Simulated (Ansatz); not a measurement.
# Scandium, omega (AlB2-type) under m-r²SCAN: structure, energy and stiffness

The plan for scandium in the omega (AlB2-type) structure: relax it, solve it on a dense k-mesh, then scale the cell to 7 volumes from 88 to 112 % of the relaxed one and try a fit of the equation of state. The start is ferromagnetic. The k-meshes are 7×7×10 for the relaxation; 9×9×13 for the dense run; 9×9×13 for the volumes.

Computed with Ansatz 0.2.0 (DFT m-r2SCAN, plane waves (500 eV) with PAW, scalar-relativistic; the PAW data stem from PBE, with regenerated cores; m-r²SCAN is r²SCAN on the gauge-invariant kinetic-energy density, unless a step says otherwise).

### Step 1. The system as given

It takes space group P6/mmm (No. 191, hexagonal). Conventional cell: a = 5.208 Å, b = 5.208 Å, c = 3.193 Å, α = 90.00°, β = 90.00°, γ = 120.00°. Sc (site symmetry 6/mmm) has 14 Sc at 3.19 to 3.40 Å as nearest neighbours. Around Sc (site symmetry -6m2) lie 11 Sc at 3.01 to 3.40 Å.

Coordinates:

```
CELL_PARAMETERS angstrom
5.20838 0.00000 0.00000
-2.60419 4.51059 0.00000
0.00000 0.00000 3.19273
ATOMIC_POSITIONS crystal
Sc 0.00000 0.00000 0.00000
Sc 0.33333 0.66667 0.50000
Sc 0.66667 0.33333 0.50000
```

The atoms start with moments of +1 ×3 μB.

### Step 2. Relaxation of the cell

The input, input.yaml:

```yaml
crystal:
  lattice:
    - [5.2083761254, 0.0, 0.0]
    - [-2.6041880627, 4.5105860371, 0.0]
    - [0.0, 0.0, 3.1927345649]
  atoms:
    - { symbol: Sc, position: [0.0, 0.0, 0.0], spin: 1.0 }
    - { symbol: Sc, position: [0.3333333333, 0.6666666667, 0.5], spin: 1.0 }
    - { symbol: Sc, position: [0.6666666667, 0.3333333333, 0.5], spin: 1.0 }
hamiltonian:
  xc: mr2scan
  pseudopotentials:
    kind: paw
    azcp:
      Sc: "pseudopotentials/Sc.paw.azcp"
basis:
  ecutwfc: 500
  fft_grid_basis: typed
kpoints:
  mp_grid: { grid: [7, 7, 10], shift: [0, 0, 0] }
magnetization:
  spin_polarized: true
scf:
  occupations: { method: fermi_dirac, width: 0.05 }
relax:
  max_steps: 60
  f_tol: 0.01
  cell: {}
```

After this run come: Dense single point; The cell scaled to 88 % of its volume; The cell scaled to 92 % of its volume; The cell scaled to 96 % of its volume; The cell scaled to 100 % of its volume; The cell scaled to 104 % of its volume; The cell scaled to 108 % of its volume; The cell scaled to 112 % of its volume.

Before running it: what results should come out? Wanted: space group; conventional cell; volume; shortest distance; gap on the mesh; magnetic state; V₀, B₀, B₀′.

The runs gave:

| quantity | value |
| --- | --- |
| space group (spins left aside) | P6/mmm (No. 191) |
| conventional cell | a = 5.204 Å, c = 3.163 Å (c/a = 0.608) |
| volume | 24.726 Å³/atom |
| shortest distance | 3.005 Å |
| gap on the mesh | none (levels filled in part) |
| magnetic state | ferromagnetic, up to 0.35 μB per atom |
| V₀, B₀, B₀′ | 24.716 Å³/atom, 55 GPa, 2.9 |

From the guessed start the volume shrank by 1.1 % in 5 steps. It ends ferromagnetic, with up to 0.35 μB per atom. Levels at the Fermi energy are filled in part, as in a metal. The fitted modulus is 55 GPa; letting shape and positions relax at each volume could only lower it. Relaxation kept the symmetry; phonons were not checked.
